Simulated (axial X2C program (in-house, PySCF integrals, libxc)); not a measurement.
# All-electron X2C curves of RuSi

What are the state, bond length, wavenumber and bond energy of RuSi, and what does spin–orbit coupling change?

Program: an in-house X2C program for linear molecules on PySCF integrals. Level of theory: all-electron X2C, Ru dyall-cv3z, Si dyall-v3z. These are calculated values, not measurements.

## Step 1: The job

Input file task.json:

```json
{"zs": [44, 14], "q": 0, "bas": ["dyall-cv3z", "dyall-v3z"], "levels": ["PBE0", "HF", "TPSS"], "cc": true, "r0": 2.41, "thr": -2.0, "nmax": 110, "npts": 10, "nst": 2, "ntry": 8}
```

Keys: zs atomic numbers; q charge; bas basis sets; levels methods (HF also brings MP2); cc coupled cluster on or off; r0 starting distance in Å; thr threshold in hartree for freezing inner shells (an s shell follows its p shell); nmax most natural virtual spinors; npts points asked for on the curve; nst determinants followed; ntry starts of the search.

On the command line:

```
> python so2c.py task.json out
```

Spin-free means the one-electron spin-free X2C Hamiltonian; two-component (2c) means X2C with spin–orbit coupling and atomic mean-field two-electron Coulomb and Gaunt terms. Basis: Ru dyall-cv3z contracted to [12s12p8d5f3g], Si dyall-v3z contracted to [8s7p2d1f]; Gaussian nuclei, density fitting. Masses: Ru 101.904 u, Si 27.977 u.

Notation: σ, π±, δ± give the projection m of an orbital's angular momentum (0, ±1, ±2), α and β its spin, Λ and M_S the sums; ω is the projection of a spinor's total angular momentum and Ω the sum. Logs are in hartree.

The results follow Hamiltonian by Hamiltonian and level by level.

## Step 2: State search with PBE0

PBE0 moves the distance from 2.410 Å to 2.098 Å and compares determinants there.

Spin-free determinants:

```csv
ΔE (eV),state,open shells
0.00,"M_S = 1, Λ = 2","beyond closed shells: σα, δ+α, δ+β, δ-α"
0.38,"M_S = 1, Λ = 0","beyond closed shells: δ+α, δ-α"
0.40,"M_S = 0, Λ = 2","beyond closed shells: σβ, δ+α, δ+β, δ-α"
0.75,"M_S = 2, Λ = 1","beyond closed shells: σα, π+α, δ+α, δ-α"
1.08,"M_S = 1, Λ = 1","beyond closed shells: σα, π+β, δ+α, δ-α"
1.36,"M_S = 1, Λ = 3","beyond closed shells: π+α, δ+α, δ+β, δ-α"
1.36,"M_S = 1, Λ = 1","beyond closed shells: π-α, δ+α, δ+β, δ-α"
```

Two-component determinants:

```
ΔE (eV)  state                                           open shells
   0.00  Ω = 3                excess of +ω over −ω: ω = 1/2, ω = 5/2
   0.23  Ω = 1               excess of +ω over −ω: ω = -1/2, ω = 3/2
   0.41  Ω = 2               excess of +ω over −ω: ω = -1/2, ω = 5/2
   0.50  Ω = 1               excess of +ω over −ω: ω = -3/2, ω = 5/2
   0.62  Ω = 2                excess of +ω over −ω: ω = 1/2, ω = 3/2
   0.93  Ω = 0                                          closed shell
   1.16  Ω = 2  excess of +ω over −ω: 2 × ω = 1/2, ω = -3/2, ω = 5/2
```

## Step 3: PBE0, spin-free

State followed: M_S = 1, Λ = 2 (beyond closed shells: σα, δ+α, δ+β, δ-α). The scan is laid around 2.098 Å, a first estimate of the minimum, and this SCF restarts from the orbitals of the search.

The SCF at the reference distance of 2.098 Å:

```text
spin-free X2C-1e  PBE0
basis functions 196  fitting functions 970  grid points 5077
iter        total energy     max residual
   1      -4820.050195958     8.93e-06
   2      -4820.050195939     3.83e-05
   3      -4820.050195961     4.35e-06
   4      -4820.050195961     3.50e-06
converged
one-electron -6959.79563690  Coulomb 2139.70180679  exact exchange -38.18239550  xc functional -117.14726011  nuclear repulsion 155.37328976
```

Along the bond, energies from the lowest point:

| R (Å) | E (eV) | μ (D) | HOMO (eV) | LUMO (eV) | iterations |
| --- | --- | --- | --- | --- | --- |
| 1.825 | 1.0440 | -0.87 | -5.00 | -2.45 | 16 |
| 1.909 | 0.4101 | -1.03 | -5.08 | -2.48 | 16 |
| 1.972 | 0.1500 | -1.13 | -5.14 | -2.49 | 17 |
| 2.035 | 0.0250 | -1.22 | -5.19 | -2.49 | 17 |
| 2.098 | 0.0000 | -1.30 | -5.23 | -2.49 | 4 |
| 2.171 | 0.0585 | -1.39 | -5.29 | -2.49 | 18 |
| 2.245 | 0.1806 | -1.47 | -5.34 | -2.49 | 18 |
| 2.339 | 0.3954 | -1.57 | -5.40 | -2.49 | 17 |
| 2.455 | 0.7087 | -1.64 | -5.46 | -2.51 | 18 |
| 2.623 | 1.2028 | -1.69 | -5.54 | -2.68 | 21 |

Dipoles are positive if Si is the positive end.

Outer orbitals at the reference distance:

```
symmetry  occupied  ε (eV)              atomic character
      σβ       yes  -12.28  59% Si s, 16% Ru d, 12% Ru p
      σα       yes  -11.90  57% Si s, 19% Ru d, 12% Ru s
     π-α       yes   -7.35   84% Ru d, 12% Si p, 2% Si d
     π+α       yes   -7.35   84% Ru d, 12% Si p, 2% Si d
      σα       yes   -7.32   68% Ru d, 16% Si p, 9% Si s
     δ-α       yes   -6.88                      99% Ru d
     δ+α       yes   -6.88                      99% Ru d
     π+β       yes   -6.43   64% Ru d, 30% Si p, 3% Ru p
     π-β       yes   -6.32   62% Ru d, 32% Si p, 3% Ru p
      σβ       yes   -6.30   45% Ru d, 40% Si p, 8% Si s
     δ+β       yes   -5.32                      99% Ru d
      σα       yes   -5.23   44% Si p, 44% Ru s, 7% Ru d
      σβ        no   -2.49  43% Ru s, 28% Ru d, 25% Si p
     π-α        no   -2.17  52% Si p, 32% Ru p, 12% Ru d
     π+α        no   -2.17  52% Si p, 32% Ru p, 12% Ru d
     π+β        no   -1.94  43% Si p, 31% Ru d, 18% Ru p
```

PBE0 fields in the half plane through the axis: z from -2.4 to 4.2 Å across, distance from the axis 0.15 to 2.25 Å upwards; Ru lies at z = 0 and Si at z = 2.098 Å; the ELF is damped to zero where the density is low.

log10 density (e/bohr³). Ten even steps from ' ' (-4.23 ) to '@' (1.72 ):
```
      ......::::::::::::::::::::::........    
    ....::::::::::::::::::::::::::::::::....  
  ....::::::------------------------::::::....
  ..::::------==================--------::::..
....::::--====++++++==================----::::
..::::--====++******++++++++++++++======----::
..::::--==++**######**++++++++**++++====----::
..::----==++**##@@##**++++++##%%##++++====--::
```

ELF. Ten even steps from '0' (0.00 ) to '9' (0.98 ):
```
00000011111111111110000
00001111122233223333200
00001112222345445666531
00011112222466667888864
00011123322467668999986
00111235653476213899998
00111367575462151299999
00112471617450858089999
```

Re = 2.086 Å, ωe = 485 cm⁻¹, ωexe = 2.5 cm⁻¹, Be = 0.1766 cm⁻¹, De = 3.54 eV, μ = -1.28 D.

## Step 4: HF, spin-free

Output at 2.098 Å:

```text
spin-free X2C-1e  HF
basis functions 196  fitting functions 970  grid points 5077
iter        total energy     max residual
   1      -4817.450122360     2.77e-01
   2      -4817.480471358     1.06e-02
   3      -4817.486413053     1.51e-02
   4      -4817.489775999     1.15e-02
   5      -4817.494133302     1.00e-02
   6      -4817.502962758     7.16e-03
   7      -4817.509672554     3.79e-03
   8      -4817.510550719     4.14e-03
   9      -4817.512639251     2.95e-03
  10      -4817.513939782     1.87e-03
  11      -4817.514551253     1.51e-03
  12      -4817.515358616     1.45e-03
  13      -4817.515486012     1.21e-03
  14      -4817.515576726     1.18e-03
  15      -4817.516045178     1.06e-03
  16      -4817.516321203     8.72e-04
  17      -4817.516524960     4.09e-04
  18      -4817.516502852     4.75e-04
  19      -4817.516544175     1.28e-04
  20      -4817.516546989     9.01e-05
  21      -4817.516548052     4.79e-05
  22      -4817.516548233     2.05e-05
  23      -4817.516548280     1.76e-05
  24      -4817.516548284     1.36e-05
  25      -4817.516548290     8.76e-06
  26      -4817.516548294     6.69e-06
  27      -4817.516548296     3.14e-06
  28      -4817.516548296     1.61e-06
converged
one-electron -6955.82643842  Coulomb 2135.87128716  exact exchange -152.93468681  xc functional 0.00000000  nuclear repulsion 155.37328976
```

No constants are quoted: the solution changes its character somewhere along the scan, so the fit is set aside.

## Step 5: TPSS, spin-free

Output at 2.098 Å:

```text
spin-free X2C-1e  TPSS
basis functions 196  fitting functions 970  grid points 5077
iter        total energy     max residual
   1      -4820.357314666     9.15e-02
   2      -4820.354692354     1.96e-02
   3      -4820.154907068     1.09e-01
   4      -4820.359347766     8.74e-03
   5      -4820.360596780     1.94e-03
   6      -4820.360664840     9.75e-04
   7      -4820.360685332     9.50e-04
   8      -4820.360701352     1.82e-04
   9      -4820.360708840     2.48e-04
  10      -4820.360709849     5.58e-06
  11      -4820.360709851     4.46e-06
converged
one-electron -6959.17584557  Coulomb 2139.04931909  exact exchange 0.00000000  xc functional -155.60747313  nuclear repulsion 155.37328976
```

Re = 2.101 Å, ωe = 505 cm⁻¹, ωexe = 1.99 cm⁻¹, Be = 0.174 cm⁻¹, De = 4.11 eV, μ = -1.26 D.

## Step 6: MP2 and beyond, spin-free

Correlated methods: 12 electrons correlated (frozen shells, counted by type: Ru 4 s, 3 p, 1 d; Si 2 s, 1 p), 262 virtual spinors in MP2, 110 natural virtuals in coupled cluster.

Output of the correlated part at 2.098 Å:

```text
correlated 12  virtual 262  natural virtual 110  E(MP2) -0.327919008  MP2 remainder -0.012704695
iter   CCSD correlation   residual
   1     -0.307347271   2.19e-01
   2     -0.324303356   1.31e-01
   3     -0.339992808   9.14e-02
   4     -0.348163859   5.42e-02
   5     -0.354206976   3.18e-02
   6     -0.355088664   1.41e-02
   7     -0.355838367   7.47e-03
   8     -0.355888779   3.76e-03
   9     -0.355946536   1.90e-03
  10     -0.356008331   6.84e-04
  11     -0.355995311   3.00e-04
  12     -0.356001564   1.38e-04
  13     -0.355997385   7.44e-05
  14     -0.355994765   3.56e-05
  15     -0.355993452   1.82e-05
  16     -0.355992635   9.66e-06
  17     -0.355992313   4.98e-06
  18     -0.355992052   3.08e-06
  19     -0.355991844   1.38e-06
  20     -0.355991821   6.24e-07
  21     -0.355991777   3.37e-07
  22     -0.355991757   1.88e-07
  23     -0.355991751   9.57e-08
(T) -0.025367002  T1 0.1668  D1 0.2739  max T2 0.079
```

T1 in the output is the amplitude norm over the root of the electron number; divide by √2 for the Lee–Taylor value.

MP2: No constants are quoted: the reference changes its character somewhere along the scan, so the fit is set aside.

CCSD: No constants are quoted: the reference changes its character somewhere along the scan, so the fit is set aside.

CCSD(T): No constants are quoted: the reference changes its character somewhere along the scan, so the fit is set aside.

## Step 7: A higher determinant, spin-free

State: M_S = 1, Λ = 0 (beyond closed shells: δ+α, δ-α).

Output at the reference distance:

```text
spin-free X2C-1e  PBE0
basis functions 196  fitting functions 970  grid points 5077
iter        total energy     max residual
   1      -4820.036306509     1.30e-05
   2      -4820.036306477     4.68e-05
   3      -4820.036306513     2.80e-06
   4      -4820.036306513     2.05e-06
converged
one-electron -6957.38241367  Coulomb 2137.24933139  exact exchange -38.17376017  xc functional -117.10275382  nuclear repulsion 155.37328976
```

| R (Å) | E above the lowest PBE0 point (eV) |
| --- | --- |
| 1.825 | 1.788 |
| 1.909 | 1.012 |
| 1.972 | 0.663 |
| 2.035 | 0.463 |
| 2.098 | 0.378 |
| 2.171 | 0.385 |
| 2.245 | 0.474 |
| 2.339 | 0.667 |
| 2.455 | 0.973 |

Re = 2.129 Å, ωe = 480 cm⁻¹, ωexe = 1.96 cm⁻¹, Be = 0.1695 cm⁻¹, μ = -0.84 D. ⟨S²⟩ = 2.23 against 2.00 for a pure state, so this determinant mixes spins. Te = 0.37 eV.

## Step 8: The spin-free curves together

Energy (eV) of the followed determinant, spin-free, from each level's lowest point:

| R (Å) | PBE0 | HF (jumps) | MP2 (its reference jumps) | CCSD (its reference jumps) | CCSD(T) (its reference jumps) | TPSS |
| --- | --- | --- | --- | --- | --- | --- |
| 1.825 | 1.044 | 2.340 | 0.594 | n/a | n/a | 1.211 |
| 1.909 | 0.410 | 1.538 | 0.247 | 0.456 | 0.454 | 0.512 |
| 1.972 | 0.150 | 1.120 | 0.136 | 0.195 | 0.193 | 0.209 |
| 2.035 | 0.025 | 0.929 | 0.000 | 0.029 | 0.025 | 0.050 |
| 2.098 | 0.000 | 0.629 | 0.121 | 0.000 | 0.000 | 0.000 |
| 2.171 | 0.059 | 0.372 | 0.262 | 0.053 | 0.058 | 0.045 |
| 2.245 | 0.181 | 0.196 | 0.420 | 0.174 | 0.185 | 0.170 |
| 2.339 | 0.395 | 0.061 | 0.639 | 0.391 | 0.414 | 0.405 |
| 2.455 | 0.709 | 0.000 | 0.919 | n/a | n/a | 0.751 |
| 2.623 | 1.203 | 0.051 | 1.329 | n/a | n/a | 1.288 |

[end of part 1 of 2]
